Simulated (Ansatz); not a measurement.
# F2H3NOTi: small, medium and large basis sets

One table from this session's results is given with a row withheld; the runs are named, their logs left out.

Computed with Ansatz 0.2.0, Gaussian basis. Level: one geometry, several basis sets.

Plan: PBE0-D4/def2-SVP; ωB97M-V/def2-SVP; PBE0-D4/def2-QZVPP; ωB97M-V/def2-QZVPP; the functionals' def2-TZVPP values are taken from earlier runs.

### Structure used throughout

An earlier PBE0-D4 in a triple-zeta def2 set relaxation fixed the geometry.

SMILES `[NH2][Ti]([OH])([F])[F]`, 8 atoms, charge 0, spin multiplicity 1.

Atoms are counted from 1 here; the program's logs count them from 0.

Bond lengths: N1–Ti2 1.862 Å, N1–H6 1.011 Å, N1–H7 1.010 Å, Ti2–O3 1.772 Å, Ti2–F4 1.767 Å, Ti2–F5 1.766 Å, O3–H8 0.957 Å. Angles: Ti2–N1–H6 124.5°, Ti2–N1–H7 124.4°, H6–N1–H7 111.1°, N1–Ti2–O3 106.5°, N1–Ti2–F4 109.5°, N1–Ti2–F5 110.0°, O3–Ti2–F4 112.8°, O3–Ti2–F5 112.1°, F4–Ti2–F5 106.1°, Ti2–O3–H8 143.1°.

The first run:

File in.yaml:

```yaml
crystal:
  periodic: [false, false, false]
  atoms:
    - {symbol: N, position_ang: [-0.483078, 1.297874, -0.171728]}
    - {symbol: Ti, position_ang: [0.433292, -0.323213, -0.205865]}
    - {symbol: O, position_ang: [-0.549267, -1.476638, 0.712218]}
    - {symbol: F, position_ang: [0.686635, -0.822538, -1.882235]}
    - {symbol: F, position_ang: [2.042715, -0.120396, 0.492075]}
    - {symbol: H, position_ang: [-0.188968, 2.132783, -0.659542]}
    - {symbol: H, position_ang: [-1.352266, 1.451332, 0.318876]}
    - {symbol: H, position_ang: [-0.497063, -2.196203, 1.340402]}
basis:
  gaussian: {orbitals: def2-SVP}
hamiltonian: {xc: pbe0, dispersion: d4}
output: {orbitals: {seedname: orbitals}}
```

Steps of the session up to this table: PBE0-D4 in def2-SVP; ωB97M-V in def2-SVP; PBE0-D4 in def2-QZVPP; ωB97M-V in def2-QZVPP.

One table of the session follows, with a row left open; its other results are not shown here.

It belongs to the step «Functionals by basis». 

```
functional       basis  HOMO (eV)  LUMO (eV)
   PBE0-D4    def2-SVP          ?          ?
   PBE0-D4  def2-TZVPP      -8.08      -1.90
   PBE0-D4  def2-QZVPP      -8.11      -1.92
   ωB97M-V    def2-SVP     -10.18       0.60
   ωB97M-V  def2-TZVPP     -10.46       0.42
   ωB97M-V  def2-QZVPP     -10.49       0.32
```

Estimate the missing values for PBE0-D4, def2-SVP.

The run gave: HOMO (eV): -7.82; LUMO (eV): -1.77. In the column «HOMO (eV)» it is the highest.
